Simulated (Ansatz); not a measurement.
This script for a convergence test of the plane-wave cutoff of SnTe₃, space group Fm-3m with the Ansatz DFT code, driven from Python holds a mistake.

`run_ecut.py`
```python
'''Cutoff test for SnTe3.'''

import ansatz as az
import numpy as np
from tabulate import tabulate


def main() -> None:
    vectors = np.array([
        [0.0, 3.861219, 3.861219],
        [3.861219, 0.0, 3.861219],
        [3.861219, 3.861219, 0.0],
    ])
    cell = (
        az.Lattice.of(vectors)
        .atom('Sn', (0.0, 0.0, 0.0))
        .atom('Te', (0.25, 0.25, 0.25))
        .atom('Te', (0.75, 0.75, 0.75))
        .atom('Te', (0.5, 0.5, 0.5))
    )

    calc = (
        cell.calculation()
        .occupations('fixed')
        .kpoints(4, center='gamma')
        .functional('pbe')
    )

    rows = []
    for value in [300, 400, 500, 600]:
        data = calc.basis(value).run().report
        rows.append((value, data['free_energy_ev'] / len(data['lattice']['sites']), data['n_iterations'], data['n_pw']))

    print(tabulate(rows, headers=['cutoff (eV)', 'F/atom (eV)', 'iterations', 'plane waves'], floatfmt='.4f', tablefmt='simple'))

    # the last row is the reference
    for row in rows[:-1]:
        shift = 1000 * (row[1] - rows[-1][1])
        print(f'{row[0]}: {shift:+.2f} meV/atom' + ('  (within 5 meV)' if abs(shift) < 5 else ''))


if __name__ == '__main__':
    main()
```

```console
$ python run_ecut.py
DeckWarning: basis.ecutwfc = 300 eV is below the records' recommended 420 eV, and the density's cutoff is lower with it unless basis.ecutrho_ratio is high enough to keep the records' density cutoff: compare with a run at a higher cutoff
RunWarning: iter 1: σ=0 fill of 31 bands saw a band overlap (occupied 11.2714 eV > unoccupied 9.0263 eV) — on an unconverged iterate often a transient of an unconverged empty band; one that stands at [...]
RunWarning: a fill by count may have filled part of one level: at k-index 7 the highest filled band, 11.189884 eV, and the lowest empty band, 11.189884 eV, stand 2.895e-13 eV apart, within the [...]
RunWarning: the bands overlap at the fill by count (31 filled at each k-point of a channel): the highest filled level, 11.289970 eV at k-index 2, stands 2.2741 eV over the lowest empty one, 9.015869 [...]
DeckWarning: basis.ecutwfc = 400 eV is below the records' recommended 420 eV, and the density's cutoff is lower with it unless basis.ecutrho_ratio is high enough to keep the records' density cutoff: compare with a run at a higher cutoff
  cutoff (eV)    F/atom (eV)    iterations    plane waves
-------------  -------------  ------------  -------------
          300     -6740.6418             6           1363
          400     -6740.6957             6           2085
          500     -6740.6970             6           2891
          600     -6740.6971             6           3839
300: +55.31 meV/atom
400: +1.38 meV/atom  (within 5 meV)
500: +0.12 meV/atom  (within 5 meV)
```
(Warnings from the package without file and line, shortened, repeats left out.)

The script ran to its end, but the result can't be trusted. Why?

The fault: fixed occupations, though the bands overlap at this level of theory. The correction:

```diff
--- before
+++ after
@@ -23,3 +23,3 @@
         cell.calculation()
-        .occupations('fixed')
+        .occupations('fermi_dirac', width=0.05)
         .kpoints(4, center='gamma')
```

After the fix:

```console
$ python run_ecut.py
DeckWarning: basis.ecutwfc = 300 eV is below the records' recommended 420 eV, and the density's cutoff is lower with it unless basis.ecutrho_ratio is high enough to keep the records' density cutoff: compare with a run at a higher cutoff
DeckWarning: basis.ecutwfc = 400 eV is below the records' recommended 420 eV, and the density's cutoff is lower with it unless basis.ecutrho_ratio is high enough to keep the records' density cutoff: compare with a run at a higher cutoff
  cutoff (eV)    F/atom (eV)    iterations    plane waves
-------------  -------------  ------------  -------------
          300     -6740.8087             6           1363
          400     -6740.8625             6           2085
          500     -6740.8637             6           2891
          600     -6740.8638             6           3839
300: +55.20 meV/atom
400: +1.37 meV/atom  (within 5 meV)
500: +0.13 meV/atom  (within 5 meV)
```
(Warnings from the package without file and line.)

Notes:
- The mesh is modest for a metal, so energies can be off by several to tens of meV an atom and pressures by half a GPa or more; differences at equal mesh fare better.
- This cell is a computed structure, which may not be the phase found in nature.
- Shifts are counted from the last row, which is itself no proven limit.
- Finished in 5.4 s on 1 thread of Intel(R) Xeon(R) Platinum 8488C (Sapphire Rapids) (shared host), peak memory 0.5 GiB.

(Lines on the test bed's own set-up are left out of the output.)
